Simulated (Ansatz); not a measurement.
**C2H7AlFN: an energy map over two coordinates**

Aim: map the energy of C₂H₇AlFN, SMILES C[N](C)[AlH][F] over two coordinates, and find its wells, ridges and stiffness.

Program: Ansatz 0.2.0. Level of theory: RKS PBE0-D4/def2-SVP. These are calculated values, not measurements.

### 1 Starting geometry

SMILES `C[N](C)[AlH][F]`, 12 atoms, charge 0, spin multiplicity 1.

Atoms are counted from 1 here; the program's logs count them from 0.

Bond lengths: C1–N2 1.452 Å, C1–H6 1.117 Å, C1–H7 1.117 Å, C1–H8 1.109 Å, N2–C3 1.451 Å, N2–Al4 1.788 Å, C3–H9 1.117 Å, C3–H10 1.110 Å, C3–H11 1.117 Å, Al4–F5 1.682 Å, Al4–H12 1.584 Å. Angles: N2–C1–H6 111.9°, N2–C1–H7 111.8°, N2–C1–H8 110.7°, H6–C1–H7 106.8°, H6–C1–H8 107.7°, H7–C1–H8 107.7°, C1–N2–C3 113.7°, C1–N2–Al4 123.9°, C3–N2–Al4 122.4°, N2–C3–H9 112.0°, N2–C3–H10 111.0°, N2–C3–H11 112.0°, H9–C3–H10 107.4°, H9–C3–H11 106.8°, H10–C3–H11 107.4°, N2–Al4–F5 117.1°, N2–Al4–H12 121.9°, F5–Al4–H12 121.1°.

Geometry (Å):

```
C    -1.0847   -0.8621    0.2840
N     0.0036    0.0470   -0.0299
C     1.2837   -0.3660    0.5144
Al   -0.1912    1.5401   -0.9935
F    -1.7376    1.8930   -1.5532
H    -1.2350   -0.9658    1.3860
H    -0.8966   -1.8888   -0.1137
H    -2.0361   -0.4991   -0.1541
H     1.2597   -0.4420    1.6287
H     2.0812    0.3591    0.2479
H     1.5992   -1.3662    0.1297
H     1.0308    2.4956   -1.3123
```

This geometry comes from a loose relaxation at PBE in a small basis, which is not shown.

### 3 The grid

The axes are (1) umbrella angle at Al4 (between each of its bonds and their common axis; 90 is planar): 11 values from 66.0 to 114.0 °; (2) change of the bonds Al4–N2, Al4–F5, Al4–H12, all alike: 11 values from −0.184 to 0.284 Å.

Nothing else is relaxed (all other coordinates rigid). Energies count from the relaxed molecule at the same level. Points are written as (first, second).

(The set-up runs are not shown.)

### 4 Point (94.8°, −0.043 Å)

Contents of input.yaml:

```yaml
crystal:
  periodic: [false, false, false]
  atoms:
    - { symbol: C, position_ang: [-1.042623, -0.920398, 0.077013] }
    - { symbol: "N", position_ang: [0.027061, 0.014049, -0.176983] }
    - { symbol: C, position_ang: [1.309441, -0.430644, 0.308461] }
    - { symbol: Al, position_ang: [-0.189842, 1.527568, -0.985313] }
    - { symbol: F, position_ang: [-1.652496, 1.793931, -1.64063] }
    - { symbol: H, position_ang: [-1.173801, -1.11163, 1.160408] }
    - { symbol: H, position_ang: [-0.855563, -1.900989, -0.403593] }
    - { symbol: H, position_ang: [-1.997118, -0.534667, -0.31188] }
    - { symbol: H, position_ang: [1.303564, -0.595611, 1.40417] }
    - { symbol: H, position_ang: [2.093493, 0.313275, 0.092433] }
    - { symbol: H, position_ang: [1.6218, -1.385155, -0.15969] }
    - { symbol: H, position_ang: [1.003636, 2.389991, -1.401779] }
basis:
  gaussian: { orbitals: def2-SVP }
hamiltonian:
  xc: pbe0
  dispersion: d4
output:
  forces: true
```

Command:

```sh
> ansatz run input.yaml --threads 1 --pin off --max-ram 2560MiB --backend cpu --events-out ev --progress --plain --runs-dir out
```

Further runs follow: all other points of the grid.

Before running it: what results should come out? Wanted: lowest point; highest computed point; largest force on an atom.

**Answer**, as computed:

```
                       quantity                                                                          value
                   lowest point                                                  (90.0°, 0.003 Å), 0.03 kJ/mol
         highest computed point                                 (66.0°, −0.184 Å), 303 kJ/mol above the lowest
largest force on an atom (eV/Å)  0.1 at (90.0°, 0.003 Å) to 10.3 at (66.0°, −0.184 Å); 0.1 at the lowest point
        time for the whole task                                               9.7 min on 1 thread, shared host
```

**Reading.** The lowest computed point is at (90.0°, 0.003 Å), 0.03 kJ/mol from the relaxed molecule at the same level. The grid is coarse, so the true minimum lies between grid points and may sit elsewhere than the lowest one. It is the only kind of minimum in the scanned range. The highest computed point, (66.0°, −0.184 Å), lies 303 kJ/mol above the lowest. Round the minimum the two coordinates are nearly uncoupled.
